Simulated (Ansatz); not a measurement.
# ClF₂HMoO₂: a ladder of functionals and wavefunction methods

The task here is to estimate one member of a computed series from the others.

Method: functionals in def2-TZVPP, the program's frozen cores in correlated methods; program: Ansatz 0.2.0, Gaussian basis.

Levels to be run: LDA (SPW92), PBE-D4, revPBE-D4, BLYP-D4, r2SCAN-D4, B97M-V, PBE0-D4, B3LYP-D4, r2SCANh-D4, r2SCAN0-D4, HSE06-D4, BHLYP-D4, CAM-B3LYP-D4, LC-ωPBE, ωB97X-V, ωB97M-V, B2PLYP, PBE-QIDH; CCSD(T)/def2-SVP; CCSD(T)/def2-TZVPP; MP2/def2-QZVPP; extrapolation to the limit; RPA on PBE.

1 further run of the same task is left out (for a known fault of the program).

### Structure used throughout

An earlier PBE0-D4 in a triple-zeta def2 set relaxation fixed the geometry. Mo takes the def2 core potential; no spin-orbit term is included.

SMILES `[O]=[Mo]([OH])([F])([F])[Cl]`, 7 atoms, charge 0, spin multiplicity 1.

Atoms are counted from 1 here; the program's logs count them from 0.

Bond lengths: O1–Mo2 1.642 Å, Mo2–O3 1.848 Å, Mo2–F4 1.852 Å, Mo2–F5 1.846 Å, Mo2–Cl6 2.284 Å, O3–H7 0.962 Å. Angles: O1–Mo2–O3 101.4°, O1–Mo2–F4 109.8°, O1–Mo2–F5 103.4°, O1–Mo2–Cl6 107.4°, O3–Mo2–F4 87.5°, O3–Mo2–F5 155.2°, O3–Mo2–Cl6 89.2°, F4–Mo2–F5 82.8°, F4–Mo2–Cl6 142.5°, F5–Mo2–Cl6 84.8°, Mo2–O3–H7 129.9°.

The first run:

Contents of in.yaml:

```yaml
crystal:
  periodic: [false, false, false]
  atoms:
    - {symbol: O, position_ang: [-1.677729, -0.665263, 0.594498]}
    - {symbol: Mo, position_ang: [-0.366896, 0.032482, -0.106869]}
    - {symbol: O, position_ang: [1.015779, -0.881571, 0.710891]}
    - {symbol: F, position_ang: [0.065688, -0.868298, -1.666079]}
    - {symbol: F, position_ang: [-1.107618, 1.243276, -1.286688]}
    - {symbol: Cl, position_ang: [0.165976, 1.878615, 1.127344]}
    - {symbol: H, position_ang: [1.966002, -0.807241, 0.581204]}
basis:
  gaussian: {orbitals: def2-TZVPP}
hamiltonian: {xc: lda}
output: {orbitals: {seedname: orbitals}}
```

Run with:

```sh
$ ansatz run in.yaml --threads 4 --pin off --events-out ev --progress --plain --max-ram 10444MiB
```

Among the steps run: LDA; PBE-D4 (GGA); revPBE-D4 (GGA); BLYP-D4 (GGA); r2SCAN-D4 (meta-GGA); B97M-V (meta-GGA); B3LYP-D4 (hybrid); r2SCANh-D4 (hybrid); r2SCAN0-D4 (hybrid); HSE06-D4 (hybrid); BHLYP-D4 (hybrid); CAM-B3LYP-D4 (range-separated); LC-ωPBE (range-separated); ωB97X-V (range-separated); ωB97M-V (range-separated); B2PLYP (double hybrid); PBE-QIDH (double hybrid).

One of the session's tables, all rows but one given; the rest of the session is left out.

It belongs to the step «Orbital energies across the functionals». 

```
  functional  HOMO (eV)  LUMO (eV)  gap (eV)
 LDA (SPW92)      -8.17      -5.30      2.87
      PBE-D4      -7.96      -5.05      2.91
   revPBE-D4      -7.88      -4.96      2.92
     BLYP-D4      -7.82      -4.97      2.85
   r2SCAN-D4      -8.35      -5.14      3.21
      B97M-V      -8.42      -5.13      3.30
     PBE0-D4      -9.46      -4.46      5.00
    B3LYP-D4      -9.19      -4.68      4.51
  r2SCANh-D4      -8.90      -4.90      4.00
  r2SCAN0-D4      -9.73      -4.50      5.22
    HSE06-D4      -9.05      -4.83      4.22
    BHLYP-D4     -10.84      -3.68      7.16
CAM-B3LYP-D4     -10.84      -3.41      7.42
     LC-ωPBE     -12.20      -2.22      9.98
     ωB97X-V          ?          ?         ?
     ωB97M-V     -11.70      -2.30      9.40
```

Q: Estimate the row for ωB97X-V from the others.

As computed: HOMO (eV): -11.83; LUMO (eV): -2.29; gap (eV): 9.54. In the column «HOMO (eV)» it lies between LC-ωPBE (-12.20) and ωB97M-V (-11.70).
